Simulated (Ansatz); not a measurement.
# CH₈AlNSi₂: small, medium and large basis sets

One table from this session's results is given with a row withheld; the runs are named, their logs left out.

Program: Ansatz 0.2.0, Gaussian basis. Level of theory: one geometry, several basis sets. These are calculated values, not measurements.

Levels to be run: PBE0-D4/def2-SVP; ωB97M-V/def2-SVP; PBE0-D4/def2-QZVPP; ωB97M-V/def2-QZVPP; the functionals' def2-TZVPP values are taken from earlier runs.

### Structure used throughout

The geometry comes from an earlier relaxation with PBE0-D4 in a triple-zeta def2 set; it is a stationary point, not always the lowest conformer.

SMILES `C=[N][Al]([SiH3])[SiH3]`, 13 atoms, charge 0, spin multiplicity 1.

Atoms are counted from 1 here; the program's logs count them from 0.

Bond lengths: C1–N2 1.243 Å, C1–H6 1.100 Å, C1–H7 1.100 Å, N2–Al3 1.749 Å, Al3–Si4 2.449 Å, Al3–Si5 2.450 Å, Si4–H8 1.492 Å, Si4–H9 1.490 Å, Si4–H10 1.492 Å, Si5–H11 1.490 Å, Si5–H12 1.492 Å, Si5–H13 1.492 Å. Angles: N2–C1–H6 122.4°, N2–C1–H7 122.4°, H6–C1–H7 115.2°, C1–N2–Al3 180.0°, N2–Al3–Si4 115.8°, N2–Al3–Si5 115.8°, Si4–Al3–Si5 128.4°, Al3–Si4–H8 111.2°, Al3–Si4–H9 112.3°, Al3–Si4–H10 111.1°, H8–Si4–H9 107.7°, H8–Si4–H10 106.7°, H9–Si4–H10 107.6°, Al3–Si5–H11 112.3°, Al3–Si5–H12 111.2°, Al3–Si5–H13 111.1°, H11–Si5–H12 107.7°, H11–Si5–H13 107.6° and more.

As a file:

```xyz
13
charge 0, multiplicity 1
C     0.2843    1.6782   -2.2812
N     0.1611    0.9445   -1.2851
Al   -0.0128   -0.0877    0.1163
Si   -1.0833    0.9348    2.0677
Si    0.8459   -2.3690   -0.1256
H    -0.4891    1.7487   -3.0606
H     1.1744    2.3035   -2.4463
H    -0.2032    0.8563    3.2698
H    -1.4146    2.3702    1.8430
H    -2.3501    0.2281    2.4171
H     1.3503   -2.6397   -1.5015
H    -0.2101   -3.3786    0.1764
H     1.9674   -2.6242    0.8248
```

Set-up of the first run:

Contents of in.yaml:

```yaml
crystal:
  periodic: [false, false, false]
  atoms:
    - {symbol: C, position_ang: [0.284287, 1.678240, -2.281200]}
    - {symbol: N, position_ang: [0.161148, 0.944459, -1.285094]}
    - {symbol: Al, position_ang: [-0.012758, -0.087662, 0.116337]}
    - {symbol: Si, position_ang: [-1.083335, 0.934816, 2.067747]}
    - {symbol: Si, position_ang: [0.845913, -2.368978, -0.125635]}
    - {symbol: H, position_ang: [-0.489058, 1.748709, -3.060583]}
    - {symbol: H, position_ang: [1.174350, 2.303498, -2.446306]}
    - {symbol: H, position_ang: [-0.203154, 0.856330, 3.269796]}
    - {symbol: H, position_ang: [-1.414591, 2.370239, 1.842959]}
    - {symbol: H, position_ang: [-2.350074, 0.228121, 2.417134]}
    - {symbol: H, position_ang: [1.350283, -2.639734, -1.501496]}
    - {symbol: H, position_ang: [-0.210097, -3.378590, 0.176407]}
    - {symbol: H, position_ang: [1.967385, -2.624150, 0.824833]}
basis:
  gaussian: {orbitals: def2-SVP}
hamiltonian: {xc: pbe0, dispersion: d4}
output: {orbitals: {seedname: orbitals}}
```

Among the steps run: PBE0-D4 in def2-SVP; ωB97M-V in def2-SVP; PBE0-D4 in def2-QZVPP; ωB97M-V in def2-QZVPP.

One table of the session follows, with a row left open; its other results are not shown here.

It belongs to the step «Functionals by basis». 

| functional | basis | HOMO (eV) | LUMO (eV) |
| --- | --- | --- | --- |
| PBE0-D4 | def2-SVP | ? | ? |
| PBE0-D4 | def2-TZVPP | -6.92 | -1.48 |
| PBE0-D4 | def2-QZVPP | -6.93 | -1.50 |
| ωB97M-V | def2-SVP | -8.94 | 0.33 |
| ωB97M-V | def2-TZVPP | -8.95 | 0.19 |
| ωB97M-V | def2-QZVPP | -8.96 | 0.08 |

Q: Estimate the row for PBE0-D4, def2-SVP from the others.

The run gave: HOMO (eV): -6.92; LUMO (eV): -1.40.
